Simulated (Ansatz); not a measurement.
# CHClGeN radical: one species, many methods

One table from this session's results is given with a row withheld; the runs are named, their logs left out.

The runs use Ansatz 0.2.0, Gaussian basis; functionals in def2-TZVPP, the program's frozen cores in correlated methods.

The runs, in order: LDA (SPW92), PBE-D4, revPBE-D4, BLYP-D4, r2SCAN-D4, B97M-V, PBE0-D4, B3LYP-D4, r2SCANh-D4, r2SCAN0-D4, HSE06-D4, BHLYP-D4, CAM-B3LYP-D4, LC-ωPBE, ωB97X-V, ωB97M-V, B2PLYP, PBE-QIDH; CCSD(T)/def2-SVP; CCSD(T)/def2-TZVPP; MP2/def2-QZVPP; extrapolation to the limit; RPA on PBE.

## Structure used throughout

An earlier PBE0-D4 in a triple-zeta def2 set relaxation fixed the geometry.

SMILES `N#[C][GeH][Cl]`, 5 atoms, charge 0, spin multiplicity 2.

Atoms are counted from 1 here; the program's logs count them from 0.

Bond lengths: N1–C2 1.154 Å, C2–Ge3 1.921 Å, Ge3–Cl4 2.137 Å, Ge3–H5 1.541 Å. Angles: N1–C2–Ge3 174.4°, C2–Ge3–Cl4 106.6°, C2–Ge3–H5 108.7°, Cl4–Ge3–H5 109.7°.

Set-up of the first run:

in.yaml

```yaml
crystal:
  periodic: [false, false, false]
  atoms:
    - {symbol: N, position_ang: [1.297373, -1.378073, 1.389160]}
    - {symbol: C, position_ang: [0.759016, -0.696599, 0.629947]}
    - {symbol: Ge, position_ang: [-0.000239, 0.395983, -0.755515]}
    - {symbol: Cl, position_ang: [-2.017685, -0.260188, -1.015456]}
    - {symbol: H, position_ang: [0.011434, 1.865177, -0.289538]}
basis:
  gaussian: {orbitals: def2-TZVPP}
magnetization: {spin_polarized: true, initial_magnetization: 1}
hamiltonian: {xc: lda}
output: {orbitals: {seedname: orbitals}}
```

Started as:

```console
$ ansatz run in.yaml --threads 4 --pin off --events-out ev --progress --plain --max-ram 10444MiB
```

Steps of the session up to this table: LDA; PBE-D4 (GGA); revPBE-D4 (GGA); BLYP-D4 (GGA); r2SCAN-D4 (meta-GGA); B97M-V (meta-GGA); B3LYP-D4 (hybrid); r2SCANh-D4 (hybrid); r2SCAN0-D4 (hybrid); HSE06-D4 (hybrid); BHLYP-D4 (hybrid); CAM-B3LYP-D4 (range-separated); LC-ωPBE (range-separated); ωB97X-V (range-separated); ωB97M-V (range-separated); B2PLYP (double hybrid); PBE-QIDH (double hybrid).

One table of the session follows, with a row left open; its other results are not shown here.

It belongs to the step «Orbital energies across the functionals». 

```
  functional  HOMO (eV)  LUMO (eV)  gap (eV)
 LDA (SPW92)      -6.38      -5.51      0.87
      PBE-D4      -6.32      -5.12      1.20
   revPBE-D4      -6.29      -4.97      1.32
     BLYP-D4      -6.13      -5.15      0.99
   r2SCAN-D4      -6.74      -4.81      1.93
      B97M-V      -6.55      -5.22      1.33
     PBE0-D4      -7.52      -4.24      3.28
    B3LYP-D4      -7.24      -4.64      2.60
  r2SCANh-D4      -7.17      -4.49      2.68
  r2SCAN0-D4          ?          ?         ?
    HSE06-D4      -7.13      -4.61      2.51
    BHLYP-D4      -8.53      -3.44      5.09
CAM-B3LYP-D4      -8.76      -3.36      5.40
     LC-ωPBE     -10.17      -1.92      8.24
     ωB97X-V      -9.66      -2.36      7.30
     ωB97M-V      -9.50      -2.42      7.08
```

Estimate the missing values for r2SCAN0-D4.

Worked estimate for «HOMO (eV)». Against the share of exact exchange, r2SCAN-D4 (0, -6.74), r2SCANh-D4 (0.1, -7.17) give a slope of -4.30 per unit share; at 0.25 the line stands at -7.81.

As computed: HOMO (eV): -7.82; LUMO (eV): -4.01; gap (eV): 3.81. In «HOMO (eV)» the line misses by +0.01.
